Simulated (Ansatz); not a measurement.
# C₆H₉FO₆Si: up Jacob's ladder to CCSD(T)

The task here is to estimate one member of a computed series from the others.

Computed with Ansatz 0.2.0, Gaussian basis. Level: functionals in def2-TZVPP, the program's frozen cores in correlated methods.

Plan: LDA (SPW92), PBE-D4, revPBE-D4, BLYP-D4, r2SCAN-D4, B97M-V, PBE0-D4, B3LYP-D4, r2SCANh-D4, r2SCAN0-D4, HSE06-D4, BHLYP-D4, CAM-B3LYP-D4, LC-ωPBE, ωB97X-V, ωB97M-V, B2PLYP, PBE-QIDH; CCSD(T)/def2-SVP; CCSD(T)/def2-TZVPP; MP2/def2-QZVPP; extrapolation to the limit; RPA on PBE.

### The relaxed structure

All runs share one geometry, relaxed beforehand with PBE0-D4 in a triple-zeta def2 set.

SMILES `CC(=O)O[Si](F)(OC(C)=O)OC(C)=O`, 23 atoms, charge 0, spin multiplicity 1.

Atoms are counted from 1 here; the program's logs count them from 0.

Bond lengths: C1–C2 1.492 Å, C1–H15 1.092 Å, C1–H16 1.092 Å, C1–H17 1.087 Å, C2–O3 1.197 Å, C2–O4 1.357 Å, O4–Si5 1.641 Å, Si5–F6 1.569 Å, Si5–O7 1.640 Å, Si5–O11 1.639 Å, O7–C8 1.357 Å, C8–C9 1.492 Å, C8–O10 1.197 Å, C9–H18 1.087 Å, C9–H19 1.092 Å, C9–H20 1.092 Å, O11–C12 1.353 Å, C12–C13 1.489 Å and more. Angles: C2–C1–H15 109.7°, C2–C1–H16 109.2°, C2–C1–H17 109.9°, H15–C1–H16 107.2°, H15–C1–H17 110.5°, H16–C1–H17 110.3°, C1–C2–O3 126.3°, C1–C2–O4 111.6°, O3–C2–O4 122.2°, C2–O4–Si5 124.3°, O4–Si5–F6 109.9°, O4–Si5–O7 101.5°, O4–Si5–O11 115.1°, F6–Si5–O7 109.8°, F6–Si5–O11 105.4°, O7–Si5–O11 115.1°, Si5–O7–C8 124.6°, O7–C8–C9 111.5° and more.

The first run:

File in.yaml:

```yaml
crystal:
  periodic: [false, false, false]
  atoms:
    - {symbol: C, position_ang: [-3.006080, 0.743378, 2.292345]}
    - {symbol: C, position_ang: [-2.112726, 1.193973, 1.186197]}
    - {symbol: O, position_ang: [-2.432403, 1.860252, 0.244911]}
    - {symbol: O, position_ang: [-0.842942, 0.746919, 1.357239]}
    - {symbol: Si, position_ang: [0.369017, 0.970113, 0.273865]}
    - {symbol: F, position_ang: [0.876081, 2.453875, 0.337057]}
    - {symbol: O, position_ang: [1.522619, -0.037789, 0.860509]}
    - {symbol: C, position_ang: [2.628000, -0.425952, 0.175936]}
    - {symbol: C, position_ang: [3.415883, -1.438155, 0.937051]}
    - {symbol: O, position_ang: [2.895163, 0.011448, -0.905451]}
    - {symbol: O, position_ang: [-0.044390, 0.717509, -1.291469]}
    - {symbol: C, position_ang: [-0.507018, -0.473630, -1.734963]}
    - {symbol: C, position_ang: [-0.790975, -0.448586, -3.196866]}
    - {symbol: O, position_ang: [-0.652366, -1.408189, -0.996740]}
    - {symbol: H, position_ang: [-2.602591, 1.076917, 3.250163]}
    - {symbol: H, position_ang: [-3.028279, -0.348190, 2.313375]}
    - {symbol: H, position_ang: [-4.007388, 1.138547, 2.143755]}
    - {symbol: H, position_ang: [4.310034, -1.706062, 0.380641]}
    - {symbol: H, position_ang: [2.795837, -2.321041, 1.106091]}
    - {symbol: H, position_ang: [3.681748, -1.037254, 1.916848]}
    - {symbol: H, position_ang: [-1.519325, 0.336391, -3.409596]}
    - {symbol: H, position_ang: [0.124381, -0.195884, -3.735798]}
    - {symbol: H, position_ang: [-1.167478, -1.415489, -3.519600]}
basis:
  gaussian: {orbitals: def2-TZVPP}
hamiltonian: {xc: lda}
output: {orbitals: {seedname: orbitals}}
```

Command:

```sh
ansatz run in.yaml --threads 11 --pin off --events-out ev --progress --plain --max-ram 174080MiB --backend cuda --devices 0, --max-vram 75GiB
```

Among the steps run: LDA; PBE-D4 (GGA); revPBE-D4 (GGA); BLYP-D4 (GGA); r2SCAN-D4 (meta-GGA); B97M-V (meta-GGA); PBE0-D4 (hybrid); B3LYP-D4 (hybrid); r2SCANh-D4 (hybrid); r2SCAN0-D4 (hybrid); HSE06-D4 (hybrid); BHLYP-D4 (hybrid); CAM-B3LYP-D4 (range-separated); LC-ωPBE (range-separated); ωB97X-V (range-separated); ωB97M-V (range-separated); B2PLYP (double hybrid); PBE-QIDH (double hybrid).

One table of the session follows, with a row left open; its other results are not shown here.

It belongs to the step «Frontier levels by functional». 

```
  functional  HOMO (eV)  gap (eV)
 LDA (SPW92)      -6.86      4.98
      PBE-D4      -6.64      5.07
   revPBE-D4      -6.56      5.09
     BLYP-D4      -6.56      5.09
   r2SCAN-D4          ?         ?
      B97M-V      -7.13      5.98
     PBE0-D4      -8.34      7.90
    B3LYP-D4      -8.08      7.36
  r2SCANh-D4      -7.63      6.75
  r2SCAN0-D4      -8.59      8.33
    HSE06-D4      -7.93      7.10
    BHLYP-D4     -10.00     10.81
CAM-B3LYP-D4      -9.84     10.58
     LC-ωPBE     -11.16     13.15
     ωB97X-V     -10.83     12.75
     ωB97M-V     -10.77     12.60
```

**Question.** Estimate the row for r2SCAN-D4.

Worked estimate for «HOMO (eV)». Against the share of exact exchange, r2SCANh-D4 (0.1, -7.63), r2SCAN0-D4 (0.25, -8.59) give a slope of -6.40 per unit share; at 0 the line stands at -6.99.

**Answer.** HOMO (eV): -6.99; gap (eV): 5.70. In «HOMO (eV)» the line misses by 0.00.
